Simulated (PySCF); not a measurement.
# C2H9B3 (SMILES BC(B)BC) at 5 levels

We compute a comparison of 5 runs (HF/STO-3G, HF/3-21G, HF/6-311+G**, B3LYP/6-31G*, TPSSh/def2-SVP) of C2H9B3. Input form: a Python script.

Program for the calculation: PySCF 2.14.0.

## (1) The structure to begin with

C2H9B3: 14 atoms, total charge 0, spin state singlet. SMILES: `BC(B)BC`. The coordinates come from a GFN2-xTB relaxation. This is one conformer, not always the lowest.

Bond lengths: B1–C2 1.562 Å, C2–B3 1.561 Å, C2–B4 1.575 Å, B4–C5 1.572 Å, B1–H6 1.169 Å, B1–H7 1.172 Å, C2–H8 1.090 Å, B3–H9 1.171 Å, B3–H10 1.168 Å, B4–H11 1.176 Å, C5–H12 1.085 Å, C5–H13 1.090 Å, C5–H14 1.091 Å. Some angles: B1–C2–B3 105.8°, B1–C2–B4 107.2°, B3–C2–B4 108.0°, C2–B4–C5 125.5°, B1–C2–H8 112.1°, B3–C2–H8 112.0°, B4–C2–H8 111.4°, C2–B1–H6 122.1°, C2–B1–H7 118.7°, C2–B3–H9 118.7°.

## (2) Energy and gradient at HF/STO-3G (run 1)

Contents of run.py:

```python
import pyscf.grad
from pyscf import gto

mol = gto.M(
    atom='''
B   -1.032510  -0.131990   1.384290
C   -0.178930  -0.950880   0.364390
B    1.300100  -0.820770   0.847510
B   -0.301550  -0.230090  -1.031140
C    0.051560   1.275610  -1.314250
H   -0.855910   1.009190   1.565760
H   -1.875460  -0.683100   1.982840
H   -0.498340  -1.991530   0.303910
H    1.890610  -1.794690   1.120800
H    1.832610   0.213600   0.949170
H   -0.707430  -0.878450  -1.924770
H    0.483160   1.810010  -0.474830
H    0.740000   1.360130  -2.155090
H   -0.847910   1.812960  -1.618580
''',
    basis='sto-3g',
    max_memory=1860,
    charge=0,
    verbose=4,
)

myscf = mol.RHF()
myscf.conv_tol = 1e-10
myscf.kernel()
if not myscf.converged:
    myscf = myscf.newton().run(myscf.mo_coeff, myscf.mo_occ)

energy = myscf.e_tot
print('E(%s) = %.9f' % ('HF', energy))
grad = myscf.Gradients().kernel()
myscf.analyze()
```

Run with:

```console
$ OMP_NUM_THREADS=1 python run.py
```

Log:

```text
PySCF version 2.14.0

[... 66 lines left out ...]
converged SCF energy = -153.159176833498
[... 17 lines left out ...]
Two-electron Coulomb Energy =          212.550675590572268
[... 6 lines left out ...]
MO #4   energy= -7.41406559090733  occ= 2
[... 4 lines left out ...]
MO #9   energy= -0.643033202496035 occ= 2
[... 4 lines left out ...]
MO #14  energy= -0.462086272222338 occ= 2
[... 4 lines left out ...]
MO #19  energy= 0.224169883148373  occ= 0
[... 4 lines left out ...]
MO #24  energy= 0.704840534607921  occ= 0
[... 4 lines left out ...]
MO #29  energy= 0.763488148978241  occ= 0
[... 4 lines left out ...]
MO #34  energy= 0.933181075532611  occ= 0
[... 51 lines left out ...]
Dipole moment(X, Y, Z, Debye): -0.03444,  0.11624, -0.22640
```

Run time: 6 s. Hardware: 1 thread of Intel Xeon at 2.50GHz (Skylake/Cascade Lake), shared host; peak memory 0.12 GiB.

## (3) Energy and forces at HF/3-21G (run 2)

Contents of job.py:

```python
from pyscf import gto

mol = gto.M(
    atom='''
B       -1.032510      -0.131990       1.384290
C       -0.178930      -0.950880       0.364390
B        1.300100      -0.820770       0.847510
B       -0.301550      -0.230090      -1.031140
C        0.051560       1.275610      -1.314250
H       -0.855910       1.009190       1.565760
H       -1.875460      -0.683100       1.982840
H       -0.498340      -1.991530       0.303910
H        1.890610      -1.794690       1.120800
H        1.832610       0.213600       0.949170
H       -0.707430      -0.878450      -1.924770
H        0.483160       1.810010      -0.474830
H        0.740000       1.360130      -2.155090
H       -0.847910       1.812960      -1.618580
''',
    max_memory=1860,
    spin=0,
    basis='3-21g',
    verbose=4,
)

mf = mol.RHF()
mf.conv_tol = 1e-10
mf.kernel()
if not mf.converged:
    mf = mf.newton().run(mf.mo_coeff, mf.mo_occ)

etot = mf.e_tot
print('E(%s) = %.9f' % ('HF', etot))
grad = mf.nuc_grad_method().kernel()
mf.analyze()
```

Run with:

```console
$ OMP_NUM_THREADS=1 python job.py
```

Log:

```text
PySCF version 2.14.0

[... 87 lines left out ...]
DFT Exchange-Correlation Energy =      -25.216397366599523
[... 10 lines left out ...]
MO #9   energy= -0.683931726393842 occ= 2
[... 8 lines left out ...]
MO #18  energy= -0.438389230267379 occ= 2
[... 8 lines left out ...]
MO #27  energy= 0.362458478059967  occ= 0
[... 8 lines left out ...]
MO #36  energy= 0.606735651838876  occ= 0
[... 8 lines left out ...]
MO #45  energy= 1.03075774225295   occ= 0
[... 8 lines left out ...]
MO #54  energy= 1.37391966237169   occ= 0
[... 8 lines left out ...]
MO #63  energy= 2.32232423130459   occ= 0
[... 80 lines left out ...]
Dipole moment(X, Y, Z, Debye): -0.03516,  0.16669, -0.25695
```

Run time: 7.2 s. Hardware: 1 thread of Intel Xeon at 2.50GHz (Skylake/Cascade Lake), shared host; peak memory 0.14 GiB.

Run 3 isn't shown in full; the table further down has it.

## (4) Energy and gradient at B3LYP/6-31G(d) (spherical functions) (run 4)

Contents of job.py:

```python
from pyscf import gto, dft

mol = gto.M(
    atom='''
B     -1.951161    -0.249425     2.615929
C     -0.338129    -1.796903     0.688597
B      2.456833    -1.551031     1.601562
B     -0.569847    -0.434807    -1.948572
C      0.097434     2.410554    -2.483573
H     -1.617435     1.907093     2.958858
H     -3.544106    -1.290872     3.747025
H     -0.941726    -3.763446     0.574307
H      3.572735    -3.391473     2.118005
H      3.463131     0.403646     1.793671
H     -1.336849    -1.660030    -3.637288
H      0.913040     3.420423    -0.897299
H      1.398397     2.570273    -4.072530
H     -1.602318     3.425998    -3.058673
''',
    unit='bohr',
    max_memory=1860,
    basis='6-31g*',
    verbose=4,
    spin=0,
)

mf = dft.RKS(mol)
mf.xc = 'b3lyp'
mf.grids.level = 5
mf.conv_tol = 1e-10
mf.kernel()
if not mf.converged:
    mf = mf.newton().run(mf.mo_coeff, mf.mo_occ)

e_final = mf.e_tot
print(f'total energy: {e_final:.8f} hartree')
grad = mf.nuc_grad_method().kernel()
dip = mf.dip_moment()
pop, q = mf.mulliken_pop()
```

Run with:

```console
$ OMP_NUM_THREADS=1 python job.py
```

Log:

```text
PySCF version 2.14.0

[... 82 lines left out ...]
converged SCF energy = -156.15475387109
total energy: -156.15475387 hartree
[... 12 lines left out ...]
Dipole moment(X, Y, Z, Debye): -0.09050,  0.09874, -0.39643
[... 103 lines left out ...]
charge of   13H =      0.16046
```

Wall time 92 s (1 thread of Intel Xeon at 2.50GHz (Skylake/Cascade Lake), shared host); peak memory 0.9 GiB.

## (5) Energy and forces at TPSSh/def2-SVP (run 5)

Contents of calc.py:

```python
from pyscf import gto, dft

system = gto.M(
    atom='''
B     -1.032510    -0.131990     1.384290
C     -0.178930    -0.950880     0.364390
B      1.300100    -0.820770     0.847510
B     -0.301550    -0.230090    -1.031140
C      0.051560     1.275610    -1.314250
H     -0.855910     1.009190     1.565760
H     -1.875460    -0.683100     1.982840
H     -0.498340    -1.991530     0.303910
H      1.890610    -1.794690     1.120800
H      1.832610     0.213600     0.949170
H     -0.707430    -0.878450    -1.924770
H      0.483160     1.810010    -0.474830
H      0.740000     1.360130    -2.155090
H     -0.847910     1.812960    -1.618580
''',
    basis='def2-svp',
    charge=0,
    verbose=4,
    max_memory=1860,
)

mf = dft.RKS(system)
mf.xc = 'tpssh'
mf.grids.level = 5
mf.conv_tol = 1e-10
mf.kernel()
if not mf.converged:
    mf = mf.newton().run(mf.mo_coeff, mf.mo_occ)

energy = mf.e_tot
print('E = %.10f Eh' % energy)
grad = mf.nuc_grad_method().kernel()
dip = mf.dip_moment()
pop, q = mf.mulliken_pop()
```

Run with:

```console
$ OMP_NUM_THREADS=1 python calc.py
```

Log:

```text
PySCF version 2.14.0

[... 81 lines left out ...]
converged SCF energy = -156.060546714242
[... 13 lines left out ...]
Dipole moment(X, Y, Z, Debye): -0.08689,  0.12204, -0.40940
[... 130 lines left out ...]
charge of   13H =      0.04702
```

Wall time 2.9 min (1 thread of Intel Xeon at 2.50GHz (Skylake/Cascade Lake), shared host); peak memory 1.2 GiB.

## (6) The series

```csv
run,level,integration grid,energy (Eh),dipole moment (D),HOMO energy (eV),LUMO energy (eV),wall time
1,HF/STO-3G,–,-153.159177,0.26,-10.74,6.10,6 s
2,HF/3-21G,–,-154.136910,0.31,-11.93,2.05,7.2 s
3,HF/6-311+G**,–,-155.036265,0.25,-12.00,1.07,2.1 min
4,B3LYP/6-31G* (spherical functions),5,-156.154754,0.42,-8.37,-1.69,92 s
5,TPSSh/def2-SVP,5,-156.060547,0.44,-8.05,-2.16,2.9 min
```

## (7) Outcome

| quantity | value |
| --- | --- |
| run 5: total energy | -156.06055 Eh |
| run 5: dipole moment | 0.44 D |
| run 5: HOMO energy | -8.05 eV |
| run 5: LUMO energy | -2.16 eV |
| run 5: HOMO–LUMO gap | 5.89 eV |
| run 5: largest force on an atom | 1.213 eV/Å |

The dipole moment (its size) runs from 0.25 D (HF/6-311+G**) to 0.44 D (TPSSh/def2-SVP). The two ends differ in method and basis. The HOMO–LUMO gap runs from 5.89 eV (TPSSh/def2-SVP) to 16.84 eV (HF/STO-3G). Totals of different functionals can't be ranked against each other. In run 1 the basis is minimal, so the values are rough. All runs together took 6.8 min, the longest 2.9 min.
